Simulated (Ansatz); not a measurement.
# MnS (R-3m): equation of state

One table from this session's results is given with a row withheld; the runs are named, their logs left out.

The COD entry's cell or inner coordinates are ideal or old and differ from later refinements, so a difference from it is no clean test against experiment.

Method: DFT PBE+U (U_eff = 3.9 eV on Mn 3d), scalar-relativistic, plane waves, PAW, in Ansatz 0.2.0.

## The system as given

The structure is trigonal, space group R-3m (No. 166). The conventional cell has a = 3.739 Å, b = 3.739 Å, c = 9.101 Å, α = 90.00°, β = 90.00°, γ = 120.00°. Mn (site symmetry -3m) has 6 S at 2.64 Å as nearest neighbours. S (site symmetry -3m) has 6 Mn at 2.64 Å as nearest neighbours.

Structure file:

```
CELL_PARAMETERS angstrom
-2.62184 -2.62184 5.26561
-5.26561 -2.62184 2.62184
-2.62184 -5.26561 2.62184
ATOMIC_POSITIONS crystal
Mn 0.00000 0.00000 0.00000
S 0.25000 0.25000 0.25000
Mn 0.50000 0.50000 0.50000
S 0.75000 0.75000 0.75000
```

This cell comes from an earlier session at PBE+U (U_eff = 3.9 eV on Mn 3d): 18.364 Å³/atom at 0.01 GPa, on a 8×8×8 mesh. The large moments point both ways and cancel.

Volume factors to run: 0.980, 1.020, 0.960, 1.040.

The first run:

File input.yaml:

```yaml
crystal:
  lattice:
    - [-2.6042424183, -2.6042424183, 5.2302662993]
    - [-5.2302662993, -2.6042424183, 2.6042424183]
    - [-2.6042424183, -5.2302662993, 2.6042424183]
  atoms:
    - { symbol: Mn, position: [0.0, 0.0, 0.0], spin: 4.9 }
    - { symbol: S, position: [1.2499999969, -0.7500000031, -0.7500000031] }
    - { symbol: Mn, position: [0.5, 0.5, 0.5], spin: -4.9 }
    - { symbol: S, position: [1.7500000031, -0.2499999969, -0.2499999969] }
basis:
  ecutwfc: 420
  ecutrho_ratio: 4
kpoints:
  mp_grid: { grid: [8, 8, 8] }
hamiltonian:
  xc: pbe
  hubbard:
    sites:
      - { species: Mn, l: d, u_eff: 3.9, starting_ns: start.occupation_matrices }
    ns_hold: { iters: 6 }
scf:
  occupations: { method: gaussian, width: 0.05 }
  lower_state_search: "off"
output:
  forces: true
  stress: true
  eigenvalues: true
  populations: true
magnetization:
  spin_polarized: true
relax:
  f_tol: 0.01
  max_steps: 40
  cell: { stress_tol: 0.1, fix: [volume] }
```

The open shells start from the occupation matrices of the run at the neighbouring geometry (file start.occupation_matrices).

Started as:

```
$ ansatz run input.yaml --threads 2 --pin off --max-ram 5120MiB --backend cpu --events-out ev --progress --plain --runs-dir out
```

Among the steps run: At 0.980 of the relaxed volume; Scaling the volume by 1.020; At 0.960 of the relaxed volume; Scaling the volume by 1.040.

One of the session's tables, all rows but one given; the rest of the session is left out.

It belongs to the step «Energy and pressure against volume». 

| volume (Å³/atom) | energy (meV/atom) | pressure (GPa) | gap (eV) | moment of atom 1 (μB) |
| --- | --- | --- | --- | --- |
| 17.629 | 7.41 | 3.33 | 2.26 | 4.41 |
| 17.996 | ? | ? | ? | ? |
| 18.364 | 0.00 | 0.01 | 2.23 | 4.45 |
| 18.731 | 1.63 | -1.41 | 2.21 | 4.47 |
| 19.098 | 6.37 | -2.70 | 2.19 | 4.49 |

Q: Estimate the row for volume (Å³/atom) = 17.996 from the others.

Worked estimate for «energy (meV/atom)». A straight line through the neighbours (17.629, 7.41) and (18.364, 0.00) gives 7.41 + (0.00 − 7.41) × (17.996 − 17.629) / (18.364 − 17.629) = 3.71; a parabola fitted to 3 rows on both sides gives 1.93.

As computed: energy (meV/atom): 1.80; pressure (GPa): 1.59; gap (eV): 2.25; moment of atom 1 (μB): 4.43. In «energy (meV/atom)» the line misses by +1.91 and the parabola by +0.13.

Caveats from the session: Warnings in the runs' records: stability check not made.
